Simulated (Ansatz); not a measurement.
Below is the output of a Python script on Ansatz's Python interface that makes a convergence test of the k-point mesh of ScBPd₃, space group Pm-3m. Write a script that gives it. Level of theory (first run): PBE, PAW, cutoff 476 eV, 2×2×2 k-points, Fermi-Dirac smearing of 0.1 eV. The script varies spacing (1/A): 1.0, 0.6, 0.4, 0.3.

```
CELL_PARAMETERS angstrom
4.23496 0.00000 0.00000
0.00000 4.23496 0.00000
0.00000 0.00000 4.23496
ATOMIC_POSITIONS crystal
Sc 0.00000 0.00000 0.00000
B 0.50000 0.50000 0.50000
Pd 0.00000 0.50000 0.50000
Pd 0.50000 0.50000 0.00000
Pd 0.50000 0.00000 0.50000
```

Output of `python kconv.py`:
```text
1.0: +63.03 meV/atom
0.6: -20.54 meV/atom
0.4: -3.70 meV/atom  (within 5 meV)
```

One script that gives this output:

The script, `kconv.py`:
```python
'''k-point test for ScBPd3.'''

from dataclasses import dataclass
import csv
import warnings

import ansatz as az


@dataclass(frozen=True)
class RunConfig:
    xc: str = 'pbe'


cfg = RunConfig()

warnings.simplefilter('ignore', az.DeckWarning)

lattice = az.Lattice.of(
    [4.234957, 0.0, 0.0],
    [0.0, 4.234957, 0.0],
    [0.0, 0.0, 4.234957],
)
sites = [
    ('Sc', [0.0, 0.0, 0.0]),
    ('B', [0.5, 0.5, 0.5]),
    ('Pd', [0.0, 0.5, 0.5]),
    ('Pd', [0.5, 0.5, 0.0]),
    ('Pd', [0.5, 0.0, 0.5]),
]
cell = az.Crystal(lattice=lattice)
for symbol, position in sites:
    cell = cell.atom(symbol, position)

calc = (
    cell.calculation()
    .functional(cfg.xc)
    .basis(35 * az.Ry)
    .occupations(az.OccupationsMethod.FERMI_DIRAC)
)

rows = []
for value in [1.0, 0.6, 0.4, 0.3]:
    data = calc.kpoints(spacing=value).run().report
    rows.append((value, data['free_energy_ev'] / len(data['lattice']['sites']), data['n_iterations'], data['n_kpoints']))

with open('kconv.csv', 'w', newline='') as handle:
    writer = csv.writer(handle)
    writer.writerow(['spacing (1/A)', 'F/atom (eV)', 'iterations', 'k-points'])
    writer.writerows([round(v, 5) if isinstance(v, float) else v for v in row] for row in rows)

# differences from the last row
for row in rows[:-1]:
    shift = 1000 * (row[1] - rows[-1][1])
    print(f'{row[0]}: {shift:+.2f} meV/atom' + ('  (within 5 meV)' if abs(shift) < 5 else ''))
```

From a spacing of 0.4 (4×4×4) on it stays within 5 meV an atom of the value at a spacing of 0.3 (5×5×5); the first row (a spacing of 1.0 (2×2×2)) is off by 63.0 meV and the last but one by 3.70 meV. That rests on few rows after larger swings, so the series isn't shown to be converged. This holds for F at a smearing of 0.1 eV; a narrower one needs a denser mesh. It goes up and down, since the sum over k-points isn't variational.

Notes:
- Spin is left out of this run.
- The structure comes from a database of computed cells and needn't be a stable or known phase.
- Shifts are counted from the finest mesh, which is itself no proven limit.
- By the engine's processor time: 3.6 s on 1 thread of Intel(R) Xeon(R) Processor @ 2.30GHz (shared host), peak memory 0.53 GiB.
